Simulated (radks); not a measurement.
# Polarisabilities and dispersion coefficients of Cu, Zn⁺, Ga²⁺ and others

An exercise on one series of results from a longer session: the logs are not shown, and one member is left open.

Program: radks (a radial shooting solver on a logarithmic mesh, Libxc functionals) version 1. Level of theory: scalar-relativistic Kohn-Sham, LDA (Slater exchange, Perdew-Wang correlation), spin-unpolarised, spherical densities, finite nucleus. These are calculated values, not measurements, unless marked.

## What is computed

```
species : Cu ([Ar] 3d10 4s1), Zn⁺ ([Ar] 3d10 4s1), Ga²⁺ ([Ar] 3d10 4s1), Ge³⁺ ([Ar] 3d10 4s1), As⁴⁺ ([Ar] 3d10 4s1), Se⁵⁺ ([Ar] 3d10 4s1), Br⁶⁺ ([Ar] 3d10 4s1), Kr⁷⁺ ([Ar] 3d10 4s1), Rb⁸⁺ ([Ar] 3d10 4s1)
```

Set-up of the first run:

The run's settings:

```text
Z 29
configuration [Ar] 3d10 4s1
relativity scalar-relativistic
functional lda,pw
spin unpolarised
nucleus finite rms 3.8823 fm
c 137.035999084
response adiabatic LDA kernel
```

Among the steps run: Cu, [Ar] 3d10 4s1; Zn⁺, [Ar] 3d10 4s1; Ga²⁺, [Ar] 3d10 4s1; Ge³⁺, [Ar] 3d10 4s1; As⁴⁺, [Ar] 3d10 4s1; Se⁵⁺, [Ar] 3d10 4s1; Br⁶⁺, [Ar] 3d10 4s1; Kr⁷⁺, [Ar] 3d10 4s1; Rb⁸⁺, [Ar] 3d10 4s1.

One of the session's tables, all rows but one given; the rest of the session is left out.

```
species  −ε(HOMO) (eV)  α (bohr³)  α uncoupled (bohr³)  C6 (hartree bohr⁶)  C8 (hartree bohr⁸)
     Cu          4.858      39.20                61.39               250.8               12134
    Zn⁺         14.341      15.67                23.27               65.45                1667
   Ga²⁺         26.472      8.614                12.34               26.51               451.7
   Ge³⁺              ?          ?                    ?                   ?                   ?
   As⁴⁺         57.442      3.736                5.128               7.360               73.29
   Se⁵⁺         76.011      2.704                3.659               4.466               36.32
   Br⁶⁺         96.545      2.034                2.721               2.873               19.58
   Kr⁷⁺         119.00      1.575                2.087               1.931               11.24
   Rb⁸⁺         143.36      1.248                1.640               1.345               6.785
```

**Question.** Estimate the row for Ge³⁺.

**Answer.** −ε(HOMO) (eV): 40.897; α (bohr³): 5.447; α uncoupled (bohr³): 7.614; C6 (hartree bohr⁶): 13.15; C8 (hartree bohr⁸): 166.4. In the column «−ε(HOMO) (eV)» it lies between Ga²⁺ (26.472) and As⁴⁺ (57.442).

Uncoupled leaves out the potential induced by the response; C8 is given only where no p, d or f shell is open.
